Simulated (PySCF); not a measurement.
**SiH5NO3, one molecule: reaction energy**

Wanted: the reaction energy for `N[Si](O)(O)O`.

Programs: PySCF 2.14.0. All values are calculated, for the isolated system unless a continuum is named. Atoms count from 0, parts from 1.

## (1) Starting point

10 atoms, charge 0, multiplicity 1; geometry: GFN2-xTB.

## (2) Geometry optimisation at PBE0-D3(BJ)/def2-SVP

Job settings and geometry (Å):

```
{"job": {"xc": "PBE0", "basis": "def2-SVP", "d3": "d3bj", "grid": 2, "kind": "geom"}, "charge": 0, "multiplicity": 1}
O     -0.019525    -0.057171     1.691019
Si     0.209652     0.012981     0.076215
O      1.038744    -1.269943    -0.495066
O      1.115977     1.327957    -0.209701
N     -1.326671     0.142683    -0.699130
H     -0.511889    -0.782042     2.061824
H      1.988833    -1.269775    -0.416356
H      0.834346     2.150011     0.179387
H     -1.313938     0.307676    -1.692169
H     -2.015528    -0.562376    -0.496024
```

Launch:

```
OMP_NUM_THREADS=1 python cluster_run.py task.json out
```

One launch serves the whole session: the jobs run in the order shown.

What it wrote:

```text
step   0  E = -572.36918952  max force = 0.018263
step   1  E = -572.37126383  max force = 0.001467
step   2  E = -572.37135186  max force = 0.000866
step   3  E = -572.37152098  max force = 0.002168
step   4  E = -572.37170371  max force = 0.002944
step   5  E = -572.37197675  max force = 0.002316
step   6  E = -572.37217689  max force = 0.002049
step   7  E = -572.37246563  max force = 0.002039
step   8  E = -572.37255263  max force = 0.001937
step   9  E = -572.37270144  max force = 0.001402
step  10  E = -572.37273443  max force = 0.001218
step  11  E = -572.37275452  max force = 0.000853
step  12  E = -572.37276205  max force = 0.000247
optimisation converged
```

Wall time 93 s (1 thread of Arm Neoverse N1, shared host); peak memory 0.52 GiB.

Along the way:

```
step  energy from step 0 (eV)  largest force component (eV/Å)
   0                   0.0000                          0.9391
   1                  -0.0564                          0.0754
   2                  -0.0588                          0.0445
   3                  -0.0634                          0.1115
   4                  -0.0684                          0.1514
   5                  -0.0758                          0.1191
   6                  -0.0813                          0.1054
   7                  -0.0891                          0.1048
   8                  -0.0915                          0.0996
   9                  -0.0956                          0.0721
  10                  -0.0965                          0.0626
  11                  -0.0970                          0.0439
  12                  -0.0972                          0.0127
```

Close pairs (by a distance rule), those that changed most:

```
  bond  before (Å)  after (Å)  change (Å)
Si1–O3       1.622      1.655      +0.033
O0–Si1       1.632      1.658      +0.026
Si1–O2       1.631      1.655      +0.024
Si1–N4       1.726      1.704      -0.022
 O0–H5       0.952      0.961      +0.009
 O2–H6       0.953      0.962      +0.009
 O3–H7       0.952      0.961      +0.009
 N4–H8       1.007      1.011      +0.005
```

The end geometry:

```xyz
10

O    -0.1666   -0.0370    1.7030
Si    0.1776    0.0023    0.0814
O     1.0738   -1.3027   -0.3997
O     1.1558    1.3024   -0.2229
N    -1.3138    0.0592   -0.7402
H    -0.2531   -0.9177    2.0772
H     2.0215   -1.1362   -0.4088
H     0.7556    2.1645   -0.0823
H    -1.4040   -0.1022   -1.7345
H    -2.1866   -0.0433   -0.2410
```

```
                         at the end point                value
  point group (found at 0.08 Å tolerance)                   C1
rotational constants (GHz, main isotopes)  4.033, 3.753, 3.667
                        dipole moment (D)                 1.12
```

## (3) Relaxing the molecule at PBE0-D3(BJ)/def2-SVP

Job settings and geometry (Å):

```
{"job": {"xc": "PBE0", "basis": "def2-SVP", "d3": "d3bj", "grid": 2, "kind": "geom"}, "charge": 0, "multiplicity": 1}
O     -1.800168    -1.632541    -0.000196
Si    -1.004803    -0.222601    -0.116949
O     -1.384300     0.438781    -1.551855
O     -1.422363     0.892243     0.995848
N      0.655163    -0.658169     0.092742
Si     2.008270     0.402335     0.202647
H     -2.627403    -1.719553    -0.464735
H     -1.175215     1.356964    -1.694146
H     -1.243337     0.708140     1.912895
H      0.855990    -1.619897    -0.119291
H      3.144347    -0.454735     0.543675
H      2.265927     1.124059    -1.053877
H      1.727893     1.384974     1.253244
```

What it wrote:

```text
step   0  E = -862.86962216  max force = 0.017865
step   1  E = -862.87348434  max force = 0.002909
step   2  E = -862.87369867  max force = 0.001030
step   3  E = -862.87387206  max force = 0.001744
step   4  E = -862.87406463  max force = 0.002681
step   5  E = -862.87423785  max force = 0.002250
step   6  E = -862.87435705  max force = 0.001184
step   7  E = -862.87445023  max force = 0.001247
step   8  E = -862.87453564  max force = 0.001773
step   9  E = -862.87467295  max force = 0.002045
step  10  E = -862.87480528  max force = 0.001931
step  11  E = -862.87492702  max force = 0.001775
step  12  E = -862.87496538  max force = 0.001017
step  13  E = -862.87498253  max force = 0.000426
step  14  E = -862.87499289  max force = 0.000710
step  15  E = -862.87500641  max force = 0.001184
step  16  E = -862.87501746  max force = 0.001148
step  17  E = -862.87502638  max force = 0.000620
step  18  E = -862.87502830  max force = 0.000252
optimisation converged
```

Wall time 4.7 min (1 thread of Arm Neoverse N1, shared host); peak memory 0.61 GiB.

Step by step:

```
step  energy from step 0 (eV)  largest force component (eV/Å)
   0                   0.0000                          0.9187
   1                  -0.1051                          0.1496
   2                  -0.1109                          0.0530
   3                  -0.1156                          0.0897
   4                  -0.1209                          0.1379
   5                  -0.1256                          0.1157
   6                  -0.1288                          0.0609
   7                  -0.1314                          0.0641
   8                  -0.1337                          0.0912
   9                  -0.1374                          0.1052
  10                  -0.1410                          0.0993
  11                  -0.1444                          0.0913
  12                  -0.1454                          0.0523
  13                  -0.1459                          0.0219
  14                  -0.1461                          0.0365
  15                  -0.1465                          0.0609
  16                  -0.1468                          0.0590
  17                  -0.1471                          0.0319
  18                  -0.1471                          0.0130
```

Distances of close pairs at the start and the end, largest changes first:

```
   bond  before (Å)  after (Å)  change (Å)
Si5–H12       1.466      1.499      +0.033
Si5–H10       1.463      1.493      +0.030
 Si1–O3       1.630      1.659      +0.029
 Si1–O2       1.625      1.651      +0.026
 O0–Si1       1.623      1.647      +0.024
Si5–H11       1.472      1.495      +0.023
 N4–Si5       1.723      1.741      +0.018
 Si1–N4       1.729      1.717      -0.012
```

The end geometry stands in the next job.

```
                         at the end point                value
  point group (found at 0.08 Å tolerance)                   C1
rotational constants (GHz, main isotopes)  3.832, 1.411, 1.361
                        dipole moment (D)                 0.06
```

## (4) Reaction energy: wB97M-D3(BJ)/def2-TZVP

Job settings and geometry (Å):

```
{"job": {"kind": "react", "xc": "wB97M-D3(BJ)", "basis": "def2-TZVP"}, "charge": 0, "multiplicity": 1}
-1 H5NO3Si charge 0 multiplicity 1
O     -0.166570    -0.036990     1.702970
Si     0.177600     0.002290     0.081350
O      1.073770    -1.302730    -0.399750
O      1.155770     1.302450    -0.222930
N     -1.313840     0.059210    -0.740250
H     -0.253070    -0.917750     2.077220
H      2.021540    -1.136160    -0.408800
H      0.755570     2.164530    -0.082300
H     -1.403990    -0.102230    -1.734450
H     -2.186550    -0.043350    -0.240980

-1 H4Si charge 0 multiplicity 1
Si     0.000820     0.001680    -0.000320
H      0.479700     0.904920     1.087560
H     -1.259790    -0.671770     0.430900
H     -0.259250     0.802150    -1.233300
H      1.042640    -1.028550    -0.286430

+1 H7NO3Si2 charge 0 multiplicity 1
O     -1.916480    -1.480180     0.147740
Si    -0.990180    -0.186440    -0.279260
O     -1.544050     0.291080    -1.759780
O     -1.119730     1.153050     0.690770
N      0.647360    -0.691280    -0.176500
Si     1.959130     0.261130     0.457940
H     -2.811690    -1.468090    -0.204150
H     -1.298130     1.177130    -2.039320
H     -0.878700     1.041300     1.615190
H      0.865030    -1.636450    -0.476080
H      3.216400    -0.526120     0.289470
H      2.099760     1.567940    -0.253820
H      1.787440     0.571340     1.914260

+1 H2 charge 0 multiplicity 1
H      0.379940     0.007120    -0.018870
H     -0.379940    -0.007120     0.018870
```

Level: wB97M-D3(BJ)/def2-TZVP reaction energy of separated species, gas phase.

What it wrote:

```text
species 1 (H5NO3Si)
coarse grid: 39432 points
cycle   1  E = -573.1564064325  dE =  6.134e-01  |g| = 1.074e+00  |ddm| = 2.353e+00
cycle   2  E = -573.1730922245  dE = -1.669e-02  |g| = 1.104e+00  |ddm| = 1.064e+00
cycle   3  E = -573.3643274079  dE = -1.912e-01  |g| = 5.655e-02  |ddm| = 5.390e-01
cycle   4  E = -573.3648885246  dE = -5.611e-04  |g| = 2.955e-02  |ddm| = 4.839e-02
cycle   5  E = -573.3650617757  dE = -1.733e-04  |g| = 9.150e-03  |ddm| = 2.296e-02
cycle   6  E = -573.3650801985  dE = -1.842e-05  |g| = 8.789e-04  |ddm| = 7.300e-03
cycle   7  E = -573.3650805910  dE = -3.925e-07  |g| = 5.532e-04  |ddm| = 2.217e-03
final grid: 83408 points
cycle   8  E = -573.3651061305  dE = -1.210e-07  |g| = 5.966e-04  |ddm| = 1.778e-03
cycle   9  E = -573.3651061181  dE =  1.238e-08  |g| = 6.831e-04  |ddm| = 6.277e-04
cycle  10  E = -573.3651061909  dE = -7.275e-08  |g| = 2.147e-05  |ddm| = 2.976e-04
cycle  11  E = -573.3651061913  dE = -3.752e-10  |g| = 8.278e-06  |ddm| = 7.426e-05
converged SCF energy = -573.3651061913

species 2 (H4Si)
coarse grid: 16304 points
cycle   1  E = -291.9159359805  dE = -3.439e-01  |g| = 1.181e-01  |ddm| = 1.353e+00
cycle   2  E = -291.9200414425  dE = -4.105e-03  |g| = 4.763e-02  |ddm| = 1.228e-01
cycle   3  E = -291.9204437240  dE = -4.023e-04  |g| = 9.731e-03  |ddm| = 4.128e-02
cycle   4  E = -291.9204842431  dE = -4.052e-05  |g| = 1.607e-03  |ddm| = 1.636e-02
cycle   5  E = -291.9204856134  dE = -1.370e-06  |g| = 2.585e-04  |ddm| = 3.404e-03
final grid: 33416 points
cycle   6  E = -291.9204688961  dE = -7.372e-08  |g| = 1.389e-04  |ddm| = 7.174e-04
cycle   7  E = -291.9204689044  dE = -8.298e-09  |g| = 5.442e-05  |ddm| = 2.724e-04
cycle   8  E = -291.9204689054  dE = -9.815e-10  |g| = 1.722e-05  |ddm| = 5.984e-05
converged SCF energy = -291.9204689054

species 3 (H7NO3Si2)
coarse grid: 50792 points
cycle   1  E = -863.9138412608  dE =  6.209e-01  |g| = 1.082e+00  |ddm| = 2.675e+00
cycle   2  E = -863.9322221476  dE = -1.838e-02  |g| = 1.109e+00  |ddm| = 1.084e+00
cycle   3  E = -864.1265322098  dE = -1.943e-01  |g| = 5.509e-02  |ddm| = 5.581e-01
cycle   4  E = -864.1271314996  dE = -5.993e-04  |g| = 2.885e-02  |ddm| = 5.432e-02
cycle   5  E = -864.1272882499  dE = -1.568e-04  |g| = 1.085e-02  |ddm| = 2.345e-02
cycle   6  E = -864.1273140443  dE = -2.579e-05  |g| = 1.160e-03  |ddm| = 8.236e-03
cycle   7  E = -864.1273145937  dE = -5.495e-07  |g| = 4.646e-04  |ddm| = 2.365e-03
final grid: 106072 points
cycle   8  E = -864.1272522474  dE = -1.766e-07  |g| = 3.842e-04  |ddm| = 2.034e-03
cycle   9  E = -864.1272522495  dE = -2.027e-09  |g| = 4.072e-04  |ddm| = 4.732e-04
cycle  10  E = -864.1272522759  dE = -2.647e-08  |g| = 3.308e-05  |ddm| = 1.881e-04
cycle  11  E = -864.1272522764  dE = -4.497e-10  |g| = 1.195e-05  |ddm| = 6.122e-05
converged SCF energy = -864.1272522764

species 4 (H2)
coarse grid: 4944 points
cycle   1  E = -1.1693709204  dE = -2.751e-01  |g| = 9.108e-03  |ddm| = 4.629e-01
cycle   2  E = -1.1693978510  dE = -2.693e-05  |g| = 9.302e-04  |ddm| = 5.845e-03
cycle   3  E = -1.1693981330  dE = -2.820e-07  |g| = 1.195e-04  |ddm| = 8.203e-04
final grid: 10744 points
cycle   4  E = -1.1693969872  dE = -6.407e-09  |g| = 2.001e-05  |ddm| = 1.418e-04
cycle   5  E = -1.1693969874  dE = -1.823e-10  |g| = 3.354e-06  |ddm| = 2.458e-05
converged SCF energy = -1.1693969874

Reaction energy = -8.549 kcal/mol
```

It took 64 s on 1 thread of Arm Neoverse N1, shared host; peak memory 0.82 GiB.

Species by species (with the dispersion term, which the log's SCF energies lack):

```
 ν             species  energy (Eh)  HOMO (eV)
-1        N[Si](O)(O)O   -573.37471     -10.11
-1              [SiH4]   -291.92324     -12.21
+1  O[Si](O)(O)N[SiH3]   -864.14197     -10.13
+1              [H][H]     -1.16961     -14.48
```

## (5) Energies of the species: PBE0-D3(BJ)/def2-TZVP

Same as in step 4 but for these lines:

```diff
@@ -1,2 +1,2 @@
-{"job": {"kind": "react", "xc": "wB97M-D3(BJ)", "basis": "def2-TZVP"}, "charge": 0, "multiplicity": 1}
+{"job": {"kind": "react", "xc": "PBE0", "basis": "def2-TZVP", "disp": "d3bj"}, "charge": 0, "multiplicity": 1}
 -1 H5NO3Si charge 0 multiplicity 1
```

With the program's defaults for keys left out, this is: PBE0-D3(BJ)/def2-TZVP reaction energy of separated species, gas phase.

What it wrote:

```text
species 1 (H5NO3Si)
coarse grid: 9048 points
cycle   1  E = -572.5978781026  dE =  6.630e-01  |g| = 1.187e+00  |ddm| = 2.431e+00
cycle   2  E = -572.3526123179  dE =  2.453e-01  |g| = 1.677e+00  |ddm| = 1.627e+00
cycle   3  E = -572.8416761370  dE = -4.891e-01  |g| = 8.642e-02  |ddm| = 1.055e+00
cycle   4  E = -572.8424927236  dE = -8.166e-04  |g| = 5.563e-02  |ddm| = 7.235e-02
cycle   5  E = -572.8430978024  dE = -6.051e-04  |g| = 6.347e-03  |ddm| = 3.179e-02
cycle   6  E = -572.8431046985  dE = -6.896e-06  |g| = 1.623e-03  |ddm| = 4.077e-03
final grid: 83408 points
cycle   7  E = -572.8378071257  dE = -3.879e-05  |g| = 8.832e-03  |ddm| = 1.727e-02
cycle   8  E = -572.8377899911  dE =  1.713e-05  |g| = 1.296e-02  |ddm| = 1.067e-02
cycle   9  E = -572.8378206746  dE = -3.068e-05  |g| = 4.626e-04  |ddm| = 6.710e-03
cycle  10  E = -572.8378206994  dE = -2.480e-08  |g| = 2.446e-04  |ddm| = 3.425e-04
cycle  11  E = -572.8378207095  dE = -1.009e-08  |g| = 6.883e-05  |ddm| = 1.558e-04
cycle  12  E = -572.8378207102  dE = -7.772e-10  |g| = 1.581e-05  |ddm| = 4.143e-05
converged SCF energy = -572.8378207102

species 2 (H4Si)
coarse grid: 4104 points
cycle   1  E = -291.7550031718  dE = -2.961e-01  |g| = 9.441e-02  |ddm| = 1.360e+00
cycle   2  E = -291.7564544268  dE = -1.451e-03  |g| = 3.357e-02  |ddm| = 7.889e-02
cycle   3  E = -291.7565336739  dE = -7.925e-05  |g| = 5.705e-03  |ddm| = 1.558e-02
cycle   4  E = -291.7565383087  dE = -4.635e-06  |g| = 1.112e-03  |ddm| = 5.232e-03
final grid: 33416 points
cycle   5  E = -291.7559499970  dE = -2.934e-06  |g| = 4.904e-04  |ddm| = 3.983e-03
cycle   6  E = -291.7559500533  dE = -5.638e-08  |g| = 2.578e-04  |ddm| = 9.617e-04
cycle   7  E = -291.7559500769  dE = -2.354e-08  |g| = 6.384e-05  |ddm| = 3.488e-04
cycle   8  E = -291.7559500773  dE = -4.343e-10  |g| = 7.533e-06  |ddm| = 3.301e-05
converged SCF energy = -291.7559500773

species 3 (H7NO3Si2)
coarse grid: 11912 points
cycle   1  E = -863.1962968229  dE =  6.500e-01  |g| = 1.189e+00  |ddm| = 2.762e+00
cycle   2  E = -862.9384836750  dE =  2.578e-01  |g| = 1.691e+00  |ddm| = 1.666e+00
cycle   3  E = -863.4400457775  dE = -5.016e-01  |g| = 7.193e-02  |ddm| = 1.104e+00
cycle   4  E = -863.4405279615  dE = -4.822e-04  |g| = 4.913e-02  |ddm| = 5.917e-02
cycle   5  E = -863.4409945608  dE = -4.666e-04  |g| = 9.124e-03  |ddm| = 3.058e-02
cycle   6  E = -863.4410112199  dE = -1.666e-05  |g| = 1.014e-03  |ddm| = 5.469e-03
cycle   7  E = -863.4410113203  dE = -1.003e-07  |g| = 7.963e-04  |ddm| = 1.179e-03
final grid: 106072 points
cycle   8  E = -863.4357663852  dE = -4.080e-05  |g| = 8.164e-03  |ddm| = 1.986e-02
cycle   9  E = -863.4357496465  dE =  1.674e-05  |g| = 1.235e-02  |ddm| = 9.978e-03
cycle  10  E = -863.4357779153  dE = -2.827e-05  |g| = 4.177e-04  |ddm| = 6.391e-03
cycle  11  E = -863.4357779444  dE = -2.912e-08  |g| = 1.869e-04  |ddm| = 3.475e-04
cycle  12  E = -863.4357779504  dE = -5.929e-09  |g| = 5.789e-05  |ddm| = 1.257e-04
cycle  13  E = -863.4357779509  dE = -5.393e-10  |g| = 1.366e-05  |ddm| = 3.591e-05
converged SCF energy = -863.4357779509

species 4 (H2)
coarse grid: 1240 points
cycle   1  E = -1.1670168643  dE = -2.327e-01  |g| = 2.254e-02  |ddm| = 4.713e-01
cycle   2  E = -1.1672010837  dE = -1.842e-04  |g| = 3.236e-03  |ddm| = 1.864e-02
cycle   3  E = -1.1672055154  dE = -4.432e-06  |g| = 8.861e-05  |ddm| = 2.733e-03
final grid: 10744 points
cycle   4  E = -1.1680858332  dE = -1.916e-06  |g| = 2.756e-04  |ddm| = 1.556e-03
cycle   5  E = -1.1680858619  dE = -2.865e-08  |g| = 4.026e-05  |ddm| = 2.457e-04
cycle   6  E = -1.1680858625  dE = -6.486e-10  |g| = 1.257e-06  |ddm| = 3.168e-05
converged SCF energy = -1.1680858625

Reaction energy = -8.025 kcal/mol
```

It took 36 s on 1 thread of Arm Neoverse N1, shared host; peak memory 0.7 GiB.

Reaction energy at this level: -8.02 kcal/mol.

## (6) Side by side

Energies in kcal/mol, with wall time:

```
                   run  reaction  time
wB97M-D3(BJ)/def2-TZVP     -8.55  64 s
 PBE0-D3(BJ)/def2-TZVP     -8.02  36 s
```

## (7) What came out

```
                                  quantity                    value
                               point group                       C1
      rotational constants (main isotopes)     4.03, 3.75, 3.67 GHz
                               point group                       C1
      rotational constants (main isotopes)     3.83, 1.41, 1.36 GHz
  reaction energy (wB97M-D3(BJ)/def2-TZVP)           -8.55 kcal/mol
       ΔH, ΔG at 298 K (xTB thermal terms)    -12.1, -10.6 kcal/mol
range of the reaction energy over the runs  -8.55 to -8.02 kcal/mol
```

With PBE0/def2-SVP: The optimisation took 12 steps and gained 0.097 eV; among the bonded pairs, Si1–O3 changed most, from 1.622 to 1.655 Å. With PBE0/def2-SVP: Relaxing lowered the energy by 0.147 eV in 18 steps; the bonded pair that moved most is Si5–H12, from 1.466 to 1.499 Å. The reaction is exothermic by 12.1 kcal/mol in the gas phase; dispersion gives -1.60, and xTB itself gave -4.47 for the electronic energy (xTB energies and thermal terms come from the earlier relaxation of each species, not shown). No barrier was sought. The reaction energy runs from -8.55 (wB97M-D3(BJ)/def2-TZVP) to -8.02 kcal/mol (PBE0-D3(BJ)/def2-TZVP).
